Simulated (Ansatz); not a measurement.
# BH6NOS: the cost of one run

All numbers below are computed with Ansatz 0.2.0 (RKS PBE-D4/6-31G*).

## Step 1: The system as given

Bond lengths: B1–O3 1.410 Å, O3–H4 1.010 Å, B1–N5 1.550 Å, N5–H6 1.060 Å, N5–H7 1.060 Å, B1–S8 2.190 Å, S8–H9 1.400 Å, S8–H10 1.549 Å. Angles: B1–O3–H4 109.5°, O3–B1–N5 120.0°, O3–B1–S8 105.4°, N5–B1–S8 92.8°, B1–N5–H6 120.0°, B1–N5–H7 120.0°, H6–N5–H7 120.0°, B1–S8–H9 109.5°, B1–S8–H10 57.4°, H9–S8–H10 117.5°.

Structure file:

```xyz
10

B     0.0000    0.0000    0.0000
H     0.0000    0.0000    1.5400
O     1.2211    0.0000   -0.7050
H     1.5209   -0.9519   -0.8599
N    -1.3423    0.0000   -0.7750
H    -2.0112   -0.8164   -0.6764
H    -1.5914    0.8164   -1.4036
S    -0.2739    2.0601    0.6906
H    -1.5750    2.4834    0.3940
H    -0.1153    0.8675    1.6662
```

## Step 2: Pulling towards end A

Springs on the bonds that form and break draw the guess towards this end; the thresholds are loose.

File input.yaml:

```yaml
crystal:
  periodic: [false, false, false]
  atoms:
    - { symbol: B, position_ang: [0.0, 0.0, 0.0] }
    - { symbol: H, position_ang: [0.0, 0.0, 1.54] }
    - { symbol: O, position_ang: [1.2211, 0.0, -0.705] }
    - { symbol: H, position_ang: [1.5209, -0.9519, -0.8599] }
    - { symbol: "N", position_ang: [-1.3423, 0.0, -0.775] }
    - { symbol: H, position_ang: [-2.0112, -0.8164, -0.6764] }
    - { symbol: H, position_ang: [-1.5914, 0.8164, -1.4036] }
    - { symbol: S, position_ang: [-0.2739, 2.0601, 0.6906] }
    - { symbol: H, position_ang: [-1.575, 2.4834, 0.394] }
    - { symbol: H, position_ang: [-0.1153, 0.8675, 1.6662] }
basis:
  gaussian: { orbitals: "6-31G*" }
hamiltonian:
  xc: pbe
  dispersion: d4
relax:
  f_tol: 0.15
  max_steps: 25
  restrain:
    - { distance: [0, 7], at: 3.09, k: 30.0 }
    - { distance: [9, 1], at: 1.86, k: 30.0 }
    - { distance: [0, 1], at: 1.19, k: 30.0 }
    - { distance: [9, 7], at: 1.4, k: 30.0 }
```

Launch:

```bash
> ansatz run input.yaml --threads 1 --pin off --max-ram 2048MiB --backend cpu --events-out ev --progress --plain --runs-dir out
```

**Question.** How long does this run take on 1 thread of Arm Neoverse V2, shared host, and how much memory does it need?

About 35 s, with a peak of 0.14 GiB.
